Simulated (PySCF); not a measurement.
# [Yb(NH3)3]2+: other functionals and bases at one geometry

How far do other levels of theory move the description of [Yb(NH3)3]2+, and what does each cost? The structure is generated, not taken from experiment.

Method: several levels, as the steps say, no spin–orbit coupling; program: PySCF 2.14.0.

1 further run of the same task is left out (for a known fault of the program).

## Step 1: The starting structure

13 atoms, charge 2, spin multiplicity 1.

Bond lengths: Yb1–N2 2.569 Å, Yb1–N6 2.569 Å, Yb1–N10 2.569 Å, N2–H3 1.027 Å, N2–H4 1.027 Å, N2–H5 1.027 Å, N6–H7 1.027 Å, N6–H8 1.027 Å, N6–H9 1.027 Å, N10–H11 1.027 Å, N10–H12 1.027 Å, N10–H13 1.027 Å. Angles: N2–Yb1–N6 120.0°, N2–Yb1–N10 120.0°, N6–Yb1–N10 120.0°, Yb1–N2–H3 115.0°, Yb1–N2–H4 115.0°, Yb1–N2–H5 115.0°, H3–N2–H4 103.5°, H3–N2–H5 103.5°, H4–N2–H5 103.5°, Yb1–N6–H7 115.0°, Yb1–N6–H8 115.0°, Yb1–N6–H9 115.0°, H7–N6–H8 103.5°, H7–N6–H9 103.5°, H8–N6–H9 103.5°, Yb1–N10–H11 115.0°, Yb1–N10–H12 115.0°, Yb1–N10–H13 115.0° and more.

Geometry (Å):

```xyz
13
charge 2, multiplicity 1
Yb    0.0000    0.0000    0.0000
N     2.5693    0.0001    0.0000
H     3.0028   -0.4657    0.8066
H     3.0028   -0.4657   -0.8066
H     3.0029    0.9313    0.0000
N    -1.2847    2.2250    0.0000
H    -1.0981    2.8333    0.8066
H    -1.0981    2.8333   -0.8066
H    -2.3080    2.1349    0.0000
N    -1.2846   -2.2251    0.0000
H    -1.9047   -2.3676    0.8066
H    -1.9047   -2.3676   -0.8066
H    -0.6949   -3.0662    0.0000
```

Formal oxidation states: Yb +2. Each metal's 14 4f electrons lie in its core potential, so multiplicities, spins and levels count the valence alone. An earlier session relaxed this geometry at PBE0, Yb lcecp-0-SVP with ECP60, N def2-SVP, H def2-SVP (singlet, point group C3h).

At PBE0 on the finer grid: E = -201.905469 Eh, frontier levels not given, since the 4f levels lie in the core, Mulliken charge on Yb1 +1.24 e, largest force component 0.006 eV/Å. 

Levels to run: r2SCAN; BLYP; PBE0, TZVP. Hardware: 2 threads of Arm Neoverse V2, shared host.

## Step 2: r2SCAN

run.py (the lines that set the calculation)

```python
mol = gto.M(atom='''
Yb     0.00000     0.00000     0.00000
N      2.56931     0.00008     0.00000
H      3.00278    -0.46568     0.80659
H      3.00278    -0.46568    -0.80659
H      3.00285     0.93132     0.00000
N     -1.28472     2.22505     0.00000
H     -1.09810     2.83333     0.80659
H     -1.09810     2.83333    -0.80659
H     -2.30797     2.13488     0.00000
N     -1.28459    -2.22513     0.00000
H     -1.90468    -2.36764     0.80659
H     -1.90468    -2.36764    -0.80659
H     -0.69488    -3.06620     0.00000''',
    basis={'Yb': 'lcecp-0-SVP', 'N': 'def2-SVP', 'H': 'def2-SVP'},
    ecp={'Yb': 'lcecp-0-SVP'},
    charge=2, spin=0)
mf = dft.RKS(mol, xc='R2SCAN')
mf.grids.atom_grid = (75, 302)  # f atoms: unpruned, at least (60, 302)
mf = mf.density_fit()  # fitting sets: Yb AutoAux, N def2-universal-JKFIT, H def2-universal-JKFIT
mf.conv_tol = 1e-08; mf.max_cycle = 55
mf.kernel(dm0)  # dm0: the density of the relaxed state
```

Started as:

```
> OMP_NUM_THREADS=2 python run.py
```

The program printed:

```text
init E= -202.022735424823
cycle= 1 E= -202.023347519596  delta_E= -0.000612  |g|= 0.00824  |ddm|= 0.065
cycle= 2 E= -202.023330193957  delta_E= 1.73e-05  |g|= 0.0121  |ddm|= 0.0136
cycle= 3 E= -202.023361858387  delta_E= -3.17e-05  |g|= 0.000514  |ddm|= 0.00895
cycle= 4 E= -202.023361912194  delta_E= -5.38e-08  |g|= 8.12e-05  |ddm|= 0.000365
cycle= 5 E= -202.023361913673  delta_E= -1.48e-09  |g|= 9.05e-06  |ddm|= 8.11e-05
Extra cycle  E= -202.02336191369  delta_E= -1.75e-11  |g|= 6.27e-06  |ddm|= 1.99e-05
converged SCF energy = -202.02336191369
```

Run time: 20 s. Hardware: 2 threads of Arm Neoverse V2, shared host.

It gives: E = -202.023362 Eh, frontier levels not given, since the 4f levels lie in the core, Mulliken charge on Yb1 +1.24 e, largest force component 0.128 eV/Å. 

## Step 3: BLYP

Changes to run.py (the lines that set the calculation) since step 2:

```diff
@@ -17,3 +17,3 @@
     charge=2, spin=0)
-mf = dft.RKS(mol, xc='R2SCAN')
+mf = dft.RKS(mol, xc='BLYP')
 mf.grids.atom_grid = (75, 302)  # f atoms: unpruned, at least (60, 302)
```

Started as:

```
> OMP_NUM_THREADS=2 python run.py
```

The program printed:

```text
init E= -202.004364279853
cycle= 1 E= -202.00921535375  delta_E= -0.00485  |g|= 0.0207  |ddm|= 0.313
cycle= 2 E= -202.009173023091  delta_E= 4.23e-05  |g|= 0.0249  |ddm|= 0.0352
cycle= 3 E= -202.009290570484  delta_E= -0.000118  |g|= 0.00686  |ddm|= 0.0216
cycle= 4 E= -202.009301961656  delta_E= -1.14e-05  |g|= 0.000538  |ddm|= 0.0072
cycle= 5 E= -202.009302041133  delta_E= -7.95e-08  |g|= 3.78e-05  |ddm|= 0.000577
cycle= 6 E= -202.009302041493  delta_E= -3.6e-10  |g|= 3.79e-06  |ddm|= 5.1e-05
Extra cycle  E= -202.009302041491  delta_E= 2.05e-12  |g|= 5.81e-06  |ddm|= 1.18e-05
converged SCF energy = -202.009302041491
```

Wall time 10 s (2 threads of Arm Neoverse V2, shared host).

It gives: E = -202.009302 Eh, frontier levels not given, since the 4f levels lie in the core, Mulliken charge on Yb1 +1.11 e, largest force component 0.429 eV/Å. 

## Step 4: PBE0, TZVP

Basis: Yb lcecp-0-TZVP with ECP60, N def2-TZVP, H def2-TZVP. 

Changes to run.py (the lines that set the calculation) since step 3:

```diff
@@ -14,6 +14,6 @@
 H     -0.69488    -3.06620     0.00000''',
-    basis={'Yb': 'lcecp-0-SVP', 'N': 'def2-SVP', 'H': 'def2-SVP'},
-    ecp={'Yb': 'lcecp-0-SVP'},
+    basis={'Yb': 'lcecp-0-TZVP', 'N': 'def2-TZVP', 'H': 'def2-TZVP'},
+    ecp={'Yb': 'lcecp-0-TZVP'},
     charge=2, spin=0)
-mf = dft.RKS(mol, xc='BLYP')
+mf = dft.RKS(mol, xc='PBE0')
 mf.grids.atom_grid = (75, 302)  # f atoms: unpruned, at least (60, 302)
@@ -21,2 +21,2 @@
 mf.conv_tol = 1e-08; mf.max_cycle = 55
-mf.kernel(dm0)  # dm0: the density of the relaxed state
+mf.kernel(dm0)  # dm0: free metal ions and neutral atoms
```

Started as:

```
> OMP_NUM_THREADS=2 python run.py
```

The program printed:

```text
init E= -201.45191452788
cycle= 1 E= -201.927605022113  delta_E= -0.476  |g|= 0.857  |ddm|= 2.05
cycle= 2 E= -201.87778798092  delta_E= 0.0498  |g|= 1.02  |ddm|= 1.04
cycle= 3 E= -202.095811457091  delta_E= -0.218  |g|= 0.101  |ddm|= 0.54
cycle= 4 E= -202.098121949138  delta_E= -0.00231  |g|= 0.00668  |ddm|= 0.0796
cycle= 5 E= -202.098130771727  delta_E= -8.82e-06  |g|= 0.000491  |ddm|= 0.00385
cycle= 6 E= -202.098130831659  delta_E= -5.99e-08  |g|= 4.84e-05  |ddm|= 0.000505
cycle= 7 E= -202.098130832335  delta_E= -6.76e-10  |g|= 8.02e-06  |ddm|= 9.44e-05
Extra cycle  E= -202.098130832348  delta_E= -1.31e-11  |g|= 2.88e-06  |ddm|= 1.53e-05
converged SCF energy = -202.098130832348
```

Wall time 30 s (2 threads of Arm Neoverse V2, shared host).

Result: E = -202.098131 Eh, frontier levels not given, since the 4f levels lie in the core, Mulliken charge on Yb1 +1.61 e, largest force component 0.355 eV/Å. 

## Step 5: Results

| level | state | charge on Yb1 (e) | dipole (D) | largest force (eV/Å) | basis functions | time |
| --- | --- | --- | --- | --- | --- | --- |
| PBE0 (relaxed here) | singlet | 1.24 | 0.00 | 0.01 | 118 | 42 s |
| r2SCAN | singlet | 1.24 | 0.00 | 0.13 | 118 | 20 s |
| BLYP | singlet | 1.11 | 0.00 | 0.43 | 118 | 10 s |
| PBE0, TZVP | singlet | 1.61 | 0.00 | 0.36 | 194 | 30 s |

Times are on 2 threads of Arm Neoverse V2, shared host; the first row also made further properties. The dipole of a charged species depends on the origin, so these sizes hold for this origin alone.

The largest leftover force, 0.43 eV/Å with BLYP, stands at a geometry relaxed at another level. The Mulliken charge on Yb spans +1.11 to +1.61 e over the levels. With 4f in the core, its levels are missing from HOMO and gap. Total energies of different levels can't be compared. Spin–orbit coupling is left out throughout.
